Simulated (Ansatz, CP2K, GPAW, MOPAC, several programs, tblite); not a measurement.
# What cheap methods get right for K3OF

How much accuracy does each second buy? K3OF is computed with 9 methods of unlike cost, up to r2SCAN.

Computed with MOPAC, tblite, CP2K, Ansatz, GPAW (versions at each run) (no spin polarisation, static lattice; gaps from single points on the cell relaxed beforehand with r²SCAN, unless a step's input says otherwise).

1 further run of the same task is left out (it didn't finish).

**1. The starting structure**

The structure is cubic, space group Pm-3m (No. 221). Conventional cell: a = 5.057 Å, b = 5.057 Å, c = 5.057 Å, α = 90.00°, β = 90.00°, γ = 90.00°. F (site symmetry m-3m) is surrounded by 12 K at 3.58 Å. O (site symmetry m-3m) has 6 K at 2.53 Å in its first shell of neighbours. Around K (site symmetry 4/mmm) lie 2 O at 2.53 Å and 4 F at 3.58 Å and 8 K at 3.58 Å.

As a file:

```xyz
5
Lattice="5.0567 0.0000 0.0000 0.0000 5.0567 0.0000 0.0000 0.0000 5.0567" Properties=species:S:1:pos:R:3 pbc="T T T"
F     0.0000    0.0000    0.0000
O     2.5284    2.5284    2.5284
K     2.5284    2.5284    0.0000
K     2.5284    0.0000    2.5284
K     0.0000    2.5284    2.5284
```

The structure type (antiperovskite) is imposed and need not be the compound's stable one.

**Question.** The methods are PM6, PM7, GFN1-xTB (tblite), PBE/DZVP, PBE/SZV, coarse PBE, GLLB-SC, PBE, r2SCAN. What gap does r2SCAN give on this cell, and which other methods (full PBE left aside) come nearest to r2SCAN and farthest in gap, volume and bulk modulus?

| quantity | value |
| --- | --- |
| r2SCAN | gap 1.25 eV, 25.86 Å³/atom, B₀ 23 GPa |
| gap: nearest and farthest of the other methods | PBE/DZVP (-0.47 eV), PM7 (+9.17 eV) |
| volume: nearest and farthest of the other methods | PBE/DZVP (+3.9 %), PM7 (-5.7 %) |
| bulk modulus: nearest and farthest of the other methods | PBE/DZVP (-10 %), PM7 (+159 %) |

What this shows: Among the 6 methods compared for the gap (full PBE left aside), PBE/DZVP is nearest to r2SCAN and PM7 farthest. For the volume, of the 2 methods compared (full PBE left aside), PBE/DZVP comes nearest to r2SCAN and PM7 is farthest. For the bulk modulus, of the 2 methods compared (full PBE left aside), PBE/DZVP comes nearest to r2SCAN and PM7 is farthest. A minimal basis or a coarse cutoff and mesh shifts results by its own error, so closeness to r2SCAN can be chance. Cluster runs see only the k-points that fold onto the zone centre, so their gaps can miss the band edges. GLLB-SC is compared with its derivative discontinuity added. GFN1-xTB (tblite) ended in an unphysical state and is left out of the comparison. No volume is given for PM6, PBE/SZV, coarse PBE, which can hide a larger miss. CPU times run from 0.75 s (PM7) to 36 s (PBE/DZVP). On this cell PBE/DZVP, PBE/SZV, GLLB-SC cost more than r2SCAN itself (14 s), so they are no saving here. PBE/SZV disagrees with r2SCAN even on whether there is a gap. r2SCAN is a yardstick, not the truth: it usually gives gaps below the measured ones.
